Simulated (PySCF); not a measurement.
**C5H11B: runs on many settings**

Which settings matter for C5H11B (`CB(C)C1CC1`)?

The runs use PySCF 2.14.0, with density-fitted response routines of our own; the level of theory stands in each step. All values are computed, except where a source is named. Atoms are numbered from 0 throughout.

## Step 1: The molecule as given

17 atoms, charge 0, multiplicity 1; geometry from: GFN2-xTB.

Bonds of the start (Å): C0–B1 1.58, B1–C2 1.58, B1–C3 1.55, C3–C4 1.52, C4–C5 1.48, C5–C3 1.52, C0–H6 1.09, C0–H7 1.09, C0–H8 1.09, C2–H9 1.09, C2–H10 1.09, C2–H11 1.09, C3–H12 1.09, C4–H13 1.08, C4–H14 1.08, C5–H15 1.08, C5–H16 1.08.

## Step 2: Nuclear shieldings: PBE0/pcSseg-1

What the job is given:

```
{"job": {"kind": "nmr", "xc": "PBE0", "basis": "pcSseg-1"}, "charge": 0, "multiplicity": 1}
C     -1.194588     1.182099    -0.546682
B     -0.711570    -0.164724     0.124787
C     -1.758696    -1.165444     0.753785
C      0.799051    -0.519473     0.213054
C      1.769107    -0.160290    -0.900355
C      1.864042     0.548225     0.396555
H     -2.270300     1.330563    -0.497958
H     -0.725419     2.051214    -0.087636
H     -0.913158     1.214170    -1.598929
H     -2.764163    -1.059533     0.353608
H     -1.463091    -2.208161     0.657024
H     -1.827033    -0.968582     1.824619
H      1.047753    -1.456241     0.704745
H      2.528521    -0.885107    -1.153780
H      1.380243     0.375064    -1.752537
H      2.690620     0.321574     1.053604
H      1.541685     1.576676     0.446185
```

Level: GIAO PBE0/pcSseg-1 NMR shielding, non-relativistic, gas phase.

Launch:

```
$ OMP_NUM_THREADS=1 python probes_run.py task.json out
```

This one command runs all jobs of the session in turn.

Log:

```text
coarse grid: 13336 points
cycle   1  E = -221.5792203066  dE =  5.511e-01  |g| = 4.958e-01  |ddm| = 3.429e+00
cycle   2  E = -221.5694562201  dE =  9.764e-03  |g| = 5.400e-01  |ddm| = 9.395e-01
cycle   3  E = -221.6469257336  dE = -7.747e-02  |g| = 2.875e-02  |ddm| = 5.153e-01
cycle   4  E = -221.6470471154  dE = -1.214e-04  |g| = 1.658e-02  |ddm| = 3.766e-02
cycle   5  E = -221.6471103667  dE = -6.325e-05  |g| = 4.004e-03  |ddm| = 1.646e-02
cycle   6  E = -221.6471142804  dE = -3.914e-06  |g| = 3.712e-04  |ddm| = 3.590e-03
final grid: 126344 points
cycle   7  E = -221.6801236094  dE = -4.029e-05  |g| = 9.206e-03  |ddm| = 3.066e-02
cycle   8  E = -221.6801177093  dE =  5.900e-06  |g| = 1.051e-02  |ddm| = 1.628e-02
cycle   9  E = -221.6801456320  dE = -2.792e-05  |g| = 4.536e-04  |ddm| = 8.562e-03
cycle  10  E = -221.6801456733  dE = -4.125e-08  |g| = 1.997e-04  |ddm| = 5.827e-04
cycle  11  E = -221.6801456834  dE = -1.009e-08  |g| = 2.498e-05  |ddm| = 1.835e-04
cycle  12  E = -221.6801456835  dE = -1.479e-10  |g| = 5.477e-06  |ddm| = 2.692e-05
converged SCF energy = -221.6801456835

GIAO shielding tensors (ppm)
atom      isotropic    diamagn.    paramagn.     s11        s22        s33       span
  0 C      179.661     253.633     -73.972    163.590    184.771    190.622     27.032
  1 B       13.789     186.790    -173.001    -47.204    -30.943    119.515    166.719
  2 C      169.443     252.557     -83.114    152.922    167.113    188.294     35.372
  3 C      171.836     252.413     -80.577    122.592    171.450    221.467     98.875
  4 C      174.144     252.834     -78.690    147.108    172.921    202.404     55.297
  5 C      174.044     252.911     -78.867    146.744    172.573    202.816     56.072
  6 H       30.908      31.128      -0.220     26.806     29.415     36.503      9.696
  7 H       31.391      31.864      -0.473     25.943     32.010     36.220     10.276
  8 H       31.385      31.619      -0.233     26.011     31.747     36.398     10.388
  9 H       30.612      30.635      -0.023     26.622     29.449     35.766      9.144
 10 H       30.451      31.188      -0.737     26.511     29.914     34.930      8.419
 11 H       30.805      30.195       0.610     27.407     28.885     36.123      8.716
 12 H       31.018      33.520      -2.502     24.200     29.242     39.613     15.412
 13 H       30.756      30.699       0.057     24.900     26.602     40.765     15.865
 14 H       31.115      32.492      -1.377     24.946     29.134     39.267     14.321
 15 H       30.809      30.753       0.056     24.940     26.668     40.820     15.881
 16 H       31.102      32.551      -1.449     24.941     29.126     39.238     14.297
```

Run time: 23 s. Hardware: 1 thread of Intel Xeon Platinum 8259CL at 2.50GHz, shared host; peak memory 0.73 GiB.

Shifts follow as δ = σ(reference) − σ, with reference shieldings (ppm) from runs at the same level and on the same kind of geometry: ¹H TMS 31.72, ¹³C TMS 186.9, ¹¹B BF3·OEt2 100.1. The references are single molecules in the gas phase. Atoms listed in one row are averaged.

| atoms | environment | σ (ppm) | δ (ppm) | δ scaled to CDCl3 |
| --- | --- | --- | --- | --- |
| C3 | three-membered-ring carbon | 171.8 | 15.1 | 12.8 |
| C4, C5 | three-membered-ring carbon | 174.1 | 12.8 | 10.6 |
| C0, C2 | methyl carbon bonded to B | 174.6 | 12.4 | 10.2 |
| H13, H15 | hydrogen on a three-membered-ring carbon | 30.78 | 0.93 | 0.99 |
| H6, H7, H8, H9, H10, H11 | hydrogen on a methyl carbon bonded to B | 30.93 | 0.79 | 0.85 |
| H12 | hydrogen on a three-membered-ring carbon | 31.02 | 0.70 | 0.76 |
| H14, H16 | hydrogen on a three-membered-ring carbon | 31.11 | 0.61 | 0.68 |
| B1 | boron bonded to 3 C | 13.8 | 86.3 | – |

The scaled column applies a straight-line fit of computed shieldings to shifts measured in CDCl3 (root-mean-square error 0.16 ppm for H, 1.9 ppm for C).

Charges from the same density, by scheme (e):

| atoms | Mulliken | IAO | Hirshfeld | ESP fit |
| --- | --- | --- | --- | --- |
| C0, C2 | -0.52 | -0.57 | -0.20 | -0.69 |
| B1 | 0.50 | 0.33 | 0.20 | 0.75 |
| C3 | -0.46 | -0.27 | -0.12 | -0.47 |
| C4, C5 | -0.20 | -0.27 | -0.08 | -0.28 |

Mayer bond orders: C0–B1 1.04, B1–C2 1.06, B1–C3 0.97, C3–C4 0.93, C4–C5 1.00, C5–C3 0.93.

Ring of atoms C3, C4, C5: NICS(0) -44.0, NICS(1) -8.0, NICS(1)zz -25.3 ppm (means of both faces).

In rings of three or four atoms NICS is ruled by the nearby σ bonds, so it says little on aromaticity.

## Step 3: Excited states and response: PBE0/def2-SVPD

The job, as its differences from that of step 2:

```diff
@@ -1,2 +1,2 @@
-{"job": {"kind": "nmr", "xc": "PBE0", "basis": "pcSseg-1"}, "charge": 0, "multiplicity": 1}
+{"job": {"kind": "uv", "xc": "PBE0", "basis": "def2-SVPD", "nstates": 6, "ntriplets": 2}, "charge": 0, "multiplicity": 1}
 C     -1.194588     1.182099    -0.546682
```

Method: TDDFT PBE0/def2-SVPD, vertical, gas phase, core orbitals frozen in the response.

Log:

```text
coarse grid: 13336 points
cycle   1  E = -221.4661943245  dE =  4.953e-01  |g| = 4.778e-01  |ddm| = 6.976e+00
cycle   2  E = -221.4554489342  dE =  1.075e-02  |g| = 5.248e-01  |ddm| = 1.629e+00
cycle   3  E = -221.5306920777  dE = -7.524e-02  |g| = 3.034e-02  |ddm| = 8.023e-01
cycle   4  E = -221.5308357473  dE = -1.437e-04  |g| = 1.876e-02  |ddm| = 1.207e-01
cycle   5  E = -221.5309224035  dE = -8.666e-05  |g| = 3.766e-03  |ddm| = 3.629e-02
cycle   6  E = -221.5309258990  dE = -3.495e-06  |g| = 6.016e-04  |ddm| = 1.037e-02
final grid: 126344 points
cycle   7  E = -221.5633090272  dE = -4.446e-05  |g| = 9.001e-03  |ddm| = 2.412e-01
cycle   8  E = -221.5633031635  dE =  5.864e-06  |g| = 1.025e-02  |ddm| = 3.557e-02
cycle   9  E = -221.5633306204  dE = -2.746e-05  |g| = 4.635e-04  |ddm| = 1.510e-02
cycle  10  E = -221.5633306662  dE = -4.577e-08  |g| = 1.948e-04  |ddm| = 1.566e-03
cycle  11  E = -221.5633306760  dE = -9.868e-09  |g| = 2.894e-05  |ddm| = 4.204e-04
cycle  12  E = -221.5633306763  dE = -2.200e-10  |g| = 6.010e-06  |ddm| = 1.074e-04
converged SCF energy = -221.5633306763

Static polarisability (au): isotropic 72.425, principal 62.598 70.718 83.958

Singlet excitations
state   eV       nm        f      main configurations
  1   6.1641    201.1   0.00087   H->L 0.94
  2   6.4169    193.2   0.00033   H-2->L 0.91
  3   7.1134    174.3   0.23293   H-1->L 0.90
  4   7.4697    166.0   0.00244   H-3->L 0.94
  5   7.5513    164.2   0.00818   H->L+1 0.97
  6   7.9444    156.1   0.03509   H-2->L+1 0.64, H-1->L+1 0.34

Triplet excitations (Tamm-Dancoff, eV): 5.6200 5.9011
```

It took 32 s on 1 thread of Intel Xeon Platinum 8259CL at 2.50GHz, shared host; peak memory 0.85 GiB.

The orbitals next to the gap, with their largest atomic shares:

| orbital | eV | atoms |
| --- | --- | --- |
| HOMO−3 | -9.25 | C5 14 %, C4 14 %, C3 14 % |
| HOMO−2 | -8.50 | C0 25 %, B1 22 %, C3 17 % |
| HOMO−1 | -8.45 | C3 38 %, C4 19 %, C5 18 % |
| HOMO | -8.03 | C5 21 %, C4 19 %, C3 15 % |
| LUMO | -0.27 | B1 41 %, C2 12 %, C0 11 % |
| LUMO+1 | 0.56 | B1 41 %, C0 8 %, C2 7 % |
| LUMO+2 | 1.32 | C4 16 %, H13 14 %, C5 14 % |

With each of the 6 states as a Gaussian band of 0.4 eV half-width at 1/e, the curve within the window shown has maxima at 174 nm (ε 9,600) L/(mol cm). Beyond the last state computed it falls off for lack of states. The curve at chosen wavelengths:

```tsv
nm	ε (L/mol/cm)
150	831
153	1352
156	1730
159	2083
162	2902
164	3932
167	6122
170	8357
173	9552
176	9121
179	7357
182	5087
185	3062
187	2038
190	1015
193	470
196	216
199	108
202	64
205	44
208	32
210	26
213	18
216	12
219	7
222	4
```

Further results of this job:

| property | computed |
| --- | --- |
| dipole moment (D) | 0.45 |
| polarisability (Å³) | 10.73 |
| HOMO–LUMO gap (eV) | 7.76 |
| −ε(HOMO) (eV) | 8.03 |

## Step 4: J couplings: PW91/6-31G* in tetrahydrofuran

The job, as its differences from that of step 3:

```diff
@@ -1,2 +1,2 @@
-{"job": {"kind": "uv", "xc": "PBE0", "basis": "def2-SVPD", "nstates": 6, "ntriplets": 2}, "charge": 0, "multiplicity": 1}
+{"job": {"kind": "j", "xc": "PW91", "basis": "6-31G*", "solvent": "tetrahydrofuran"}, "charge": 0, "multiplicity": 1}
 C     -1.194588     1.182099    -0.546682
```

Method: PW91/6-31G* indirect spin-spin coupling, non-relativistic, IEF-PCM tetrahydrofuran.

Log:

```text
coarse grid: 13336 points
cycle   1  E = -221.7785249200  dE =  3.745e-01  |g| = 7.336e-01  |ddm| = 3.591e+00
cycle   2  E = -221.6324033341  dE =  1.461e-01  |g| = 1.026e+00  |ddm| = 1.907e+00
cycle   3  E = -221.9288443819  dE = -2.964e-01  |g| = 5.710e-02  |ddm| = 1.176e+00
cycle   4  E = -221.9294136885  dE = -5.693e-04  |g| = 2.984e-02  |ddm| = 8.645e-02
cycle   5  E = -221.9296449024  dE = -2.312e-04  |g| = 5.849e-03  |ddm| = 3.383e-02
cycle   6  E = -221.9296541176  dE = -9.215e-06  |g| = 9.775e-04  |ddm| = 6.655e-03
final grid: 126344 points
cycle   7  E = -221.8617290893  dE = -2.989e-05  |g| = 1.354e-02  |ddm| = 3.545e-02
cycle   8  E = -221.8616760376  dE =  5.305e-05  |g| = 1.963e-02  |ddm| = 3.079e-02
cycle   9  E = -221.8617774389  dE = -1.014e-04  |g| = 8.692e-04  |ddm| = 1.886e-02
cycle  10  E = -221.8617776100  dE = -1.711e-07  |g| = 3.088e-04  |ddm| = 1.202e-03
cycle  11  E = -221.8617776358  dE = -2.578e-08  |g| = 2.314e-05  |ddm| = 3.022e-04
cycle  12  E = -221.8617776359  dE = -1.212e-10  |g| = 1.159e-05  |ddm| = 3.418e-05
converged SCF energy = -221.8617776359

Indirect spin-spin couplings (Hz)
  i      j    bonds     total        FC       PSO       DSO        SD
  0 C    1 B    1     65.722    66.822    -1.601     0.212     0.289
  0 C    2 C    2      4.552     4.745    -0.188    -0.005         -
  0 C    3 C    2      3.365     3.471    -0.124     0.018         -
  0 C    4 C    3      0.725     0.703     0.014     0.007         -
  0 C    5 C    3      0.874     0.855     0.012     0.008         -
  0 C    6 H    1    134.771   132.770     1.370     0.631         -
  0 C    7 H    1    126.730   124.564     1.494     0.671         -
  0 C    8 H    1    126.442   124.250     1.522     0.670         -
  0 C    9 H    3      2.790     2.828    -0.078     0.040         -
  0 C   10 H    3      4.063     4.220     0.164    -0.322         -
  0 C   11 H    3     -0.629    -0.529     0.058    -0.158         -
  0 C   12 H    3      3.383     3.529     0.213    -0.359         -
  0 C   13 H    4     -0.321    -0.231     0.196    -0.285         -
  0 C   15 H    4     -0.316    -0.225     0.193    -0.284         -
  1 B    2 C    1     63.408    64.554    -1.634     0.203     0.284
  1 B    3 C    1     79.531    81.117    -2.076     0.283     0.208
  1 B    4 C    2     -0.364    -0.128    -0.185    -0.005    -0.046
  1 B    5 C    2     -0.386    -0.158    -0.184    -0.006    -0.037
  1 B    6 H    2     -3.989    -3.428    -0.393    -0.214     0.046
  1 B    7 H    2     -1.681    -1.518    -0.155    -0.139     0.131
  1 B    8 H    2     -1.328    -1.245    -0.116    -0.124     0.156
  1 B    9 H    2     -3.633    -3.136    -0.329    -0.226     0.059
  1 B   10 H    2     -3.047    -2.639    -0.276    -0.205     0.074
  1 B   11 H    2     -0.297    -0.400    -0.012    -0.107     0.222
  1 B   12 H    2     -0.768    -0.112    -0.453    -0.195    -0.007
  1 B   13 H    3      2.731     2.950     0.255    -0.440    -0.034
  1 B   14 H    3      3.658     3.781    -0.226     0.115    -0.014
  1 B   15 H    3      2.829     3.048     0.255    -0.442    -0.033
  1 B   16 H    3      3.646     3.788    -0.235     0.110    -0.016
  2 C    3 C    2      6.327     6.473    -0.172     0.027         -
  2 C    4 C    3      0.779     0.808     0.016    -0.045         -
  2 C    5 C    3      0.996     1.023     0.018    -0.045         -
  2 C    6 H    3      3.759     3.788    -0.085     0.056         -
  2 C    7 H    3      1.886     2.022     0.124    -0.259         -
  2 C    8 H    3      0.801     0.938     0.109    -0.246         -
  2 C    9 H    1    132.533   130.545     1.377     0.611         -
  2 C   10 H    1    130.816   128.782     1.414     0.620         -
  2 C   11 H    1    124.924   122.711     1.580     0.632         -
  2 C   12 H    3      3.040     3.038    -0.093     0.096         -
  2 C   13 H    4     -0.156    -0.086     0.134    -0.204         -
  2 C   15 H    4     -0.187    -0.118     0.135    -0.204         -
  3 C    4 C    1     15.164    15.335    -0.370     0.199         -
  3 C    5 C    1     15.405    15.604    -0.399     0.199         -
  3 C    6 H    3      5.222     5.356     0.170    -0.304         -
  3 C    7 H    3      0.386     0.415    -0.053     0.025         -
  3 C    8 H    3      0.066     0.097    -0.038     0.007         -
  3 C    9 H    3      7.027     7.174     0.128    -0.275         -
  3 C   10 H    3      2.878     2.915    -0.186     0.149         -
  3 C   11 H    3     -0.774    -0.699    -0.068    -0.007         -
  3 C   12 H    1    152.791   150.939     0.811     1.042         -
  3 C   13 H    2     -1.796    -1.779     0.263    -0.281         -
  3 C   14 H    2     -0.188    -0.245     0.309    -0.252         -
  3 C   15 H    2     -1.791    -1.770     0.260    -0.281         -
  3 C   16 H    2     -0.241    -0.295     0.306    -0.252         -
  4 C    5 C    1     24.708    25.910    -1.381     0.178         -
  4 C    6 H    4      0.184     0.267     0.191    -0.273         -
  4 C    7 H    4      0.686     0.665     0.047    -0.027         -
  4 C    8 H    4      1.352     1.278    -0.101     0.175         -
  4 C    9 H    4      0.873     0.963     0.135    -0.224         -
  4 C   11 H    4      0.336     0.432     0.152    -0.249         -
  4 C   12 H    2     -1.384    -1.434     0.277    -0.227         -
  4 C   13 H    1    168.483   167.064     0.569     0.850         -
  4 C   14 H    1    166.675   165.255     0.531     0.890         -
  4 C   15 H    2     -1.601    -1.368     0.141    -0.374         -
  4 C   16 H    2     -1.555    -1.349     0.137    -0.343         -
  5 C    7 H    4      1.280     1.196    -0.115     0.198         -
  5 C    8 H    4      0.785     0.774     0.057    -0.046         -
  5 C    9 H    4     -0.328    -0.226     0.164    -0.267         -
  5 C   10 H    4      0.364     0.452     0.114    -0.202         -
  5 C   11 H    4      0.940     0.988     0.054    -0.102         -
  5 C   12 H    2     -1.168    -1.213     0.273    -0.229         -
  5 C   13 H    2     -1.614    -1.384     0.143    -0.374         -
  5 C   14 H    2     -1.558    -1.352     0.137    -0.343         -
  5 C   15 H    1    168.333   166.900     0.581     0.852         -
  5 C   16 H    1    166.541   165.110     0.538     0.893         -
  6 H    7 H    2    -14.432   -13.449     1.496    -2.479         -
  6 H    8 H    2    -15.451   -14.481     1.495    -2.466         -
  6 H    9 H    4      0.272    -0.168    -0.866     1.306         -
  6 H   11 H    4     -0.421    -0.216     0.135    -0.340         -
  6 H   12 H    4      0.251     0.847     0.866    -1.463         -
  6 H   13 H    5     -0.643    -0.139     0.813    -1.318         -
  6 H   14 H    5     -0.337    -0.043     0.474    -0.768         -
  6 H   15 H    5     -0.637    -0.137     0.800    -1.300         -
  6 H   16 H    5     -0.349    -0.067     0.445    -0.726         -
  7 H    8 H    2    -19.485   -18.694     1.447    -2.238         -
  7 H    9 H    4      0.457     0.944     0.630    -1.117         -
  7 H   10 H    4     -1.869    -1.224     0.875    -1.520         -
  7 H   11 H    4      2.860     3.171     0.259    -0.570         -
  7 H   12 H    4     -0.884    -0.318     0.830    -1.396         -
  7 H   13 H    5     -0.176     0.278     0.781    -1.235         -
  7 H   15 H    5      0.257     0.557     0.458    -0.758         -
  7 H   16 H    5      0.760    -0.252    -1.525     2.537         -
  8 H    9 H    4     -0.629    -0.321     0.310    -0.617         -
  8 H   10 H    4      2.482     2.969     0.572    -1.060         -
  8 H   11 H    4      0.534     1.176     0.870    -1.512         -
  8 H   12 H    4     -0.923    -0.357     0.827    -1.393         -
  8 H   13 H    5      0.331     0.635     0.462    -0.766         -
  8 H   14 H    5      0.714    -0.218    -1.427     2.358         -
  9 H   10 H    2    -11.937   -10.866     1.577    -2.648         -
  9 H   11 H    2    -17.653   -16.712     1.559    -2.501         -
  9 H   12 H    4     -0.230     0.286     0.743    -1.259         -
  9 H   13 H    5     -0.300     0.078     0.576    -0.954         -
  9 H   14 H    5     -0.406    -0.148     0.351    -0.609         -
  9 H   15 H    5     -0.454    -0.030     0.674    -1.098         -
 10 H   11 H    2    -18.828   -17.941     1.547    -2.434         -
 10 H   12 H    4      0.342    -0.107    -0.907     1.356         -
 10 H   14 H    5     -0.165     0.099     0.337    -0.602         -
 10 H   15 H    5     -0.209     0.048     0.424    -0.681         -
 10 H   16 H    5     -0.526    -0.134     0.586    -0.978         -
 11 H   12 H    4     -0.201    -0.168    -0.139     0.106         -
 11 H   13 H    5     -0.247     0.115     0.603    -0.965         -
 11 H   14 H    5     -0.416    -0.015     0.605    -1.006         -
 11 H   16 H    5     -0.243    -0.077     0.163    -0.329         -
 12 H   13 H    3      8.435     8.563    -0.111    -0.017         -
 12 H   14 H    3      4.271     5.302     1.631    -2.661         -
 12 H   15 H    3      8.137     8.268    -0.108    -0.023         -
 12 H   16 H    3      4.311     5.342     1.632    -2.663         -
 13 H   14 H    2     -6.627    -5.440     1.671    -2.857         -
 13 H   15 H    3      7.105     7.444     0.135    -0.474         -
 13 H   16 H    3      3.865     5.031     1.634    -2.800         -
 14 H   15 H    3      3.863     5.030     1.634    -2.801         -
 14 H   16 H    3      7.400     7.669     0.011    -0.281         -
 15 H   16 H    2     -6.629    -5.448     1.669    -2.850         -
```

It took 13 s on 1 thread of Intel Xeon Platinum 8259CL at 2.50GHz, shared host; peak memory 0.55 GiB.

The basis is not made for couplings: without tight functions at the nuclei these values are rough.

A choice of the couplings up to four bonds, sorted by the number of bonds, with means over like pairs; isotopes 11B, 13C, 1H:

| pair | bonds | J (Hz) | Fermi contact (Hz) | dihedral (°) |
| --- | --- | --- | --- | --- |
| C4–H13 | 1 | 168.4 | 167.0 | – |
| C4–H14 | 1 | 166.6 | 165.2 | – |
| C3–H12 | 1 | 152.8 | 150.9 | – |
| C0–H6 | 1 | 129.4 | 127.3 | – |
| B1–C3 | 1 | 79.5 | 81.1 | – |
| C0–B1 | 1 | 64.6 | 65.7 | – |
| C4–C5 | 1 | 24.7 | 25.9 | – |
| C3–C4 | 1 | 15.3 | 15.5 | – |
| H6–H7 | 2 | -16.3 | -15.4 | – |
| H13–H14 | 2 | -6.6 | -5.4 | – |
| C0–C3 | 2 | 4.8 | 5.0 | – |
| C0–C2 | 2 | 4.6 | 4.7 | – |
| B1–H6 | 2 | -2.3 | -2.1 | – |
| C3–H13 | 2 | -1.8 | -1.8 | – |
| C4–H15 | 2 | -1.6 | -1.4 | – |
| C4–H16 | 2 | -1.6 | -1.4 | – |
| C4–H12 | 2 | -1.3 | -1.3 | – |
| H12–H13 | 3 | 8.3 | 8.4 | 6 |
| H14–H16 | 3 | 7.4 | 7.7 | 0 |
| H13–H15 | 3 | 7.1 | 7.4 | 0 |
| H12–H14 | 3 | 4.3 | 5.3 | 147 |
| H13–H16 | 3 | 3.9 | 5.0 | 145 |
| B1–H14 | 3 | 3.7 | 3.8 | 1 |
| C0–H12 | 3 | 3.2 | 3.3 | – |
| B1–H13 | 3 | 2.8 | 3.0 | -140 |
| C3–H6 | 3 | 2.5 | 2.5 | – |

The spin-dipole term was solved for some atoms only; pairs without it lack that part.

Quadrupole couplings from the field gradients of the same density:

| atom | isotope | eQq/h (MHz) | η |
| --- | --- | --- | --- |
| B1 | 11B | 4.601 | 0.03 |

Joined with the shifts from before (PBE0/pcSseg-1, scaled to CDCl3), the couplings predict the line list below for 400 MHz. Couplings to quadrupolar nuclei are left out.

¹H NMR δ 0.99 (m, 2H), 0.85 (s, 6H), 0.76 (tt, J = 8.3, 4.3 Hz, 1H), 0.68 (m, 2H).

[end of part 1 of 2]
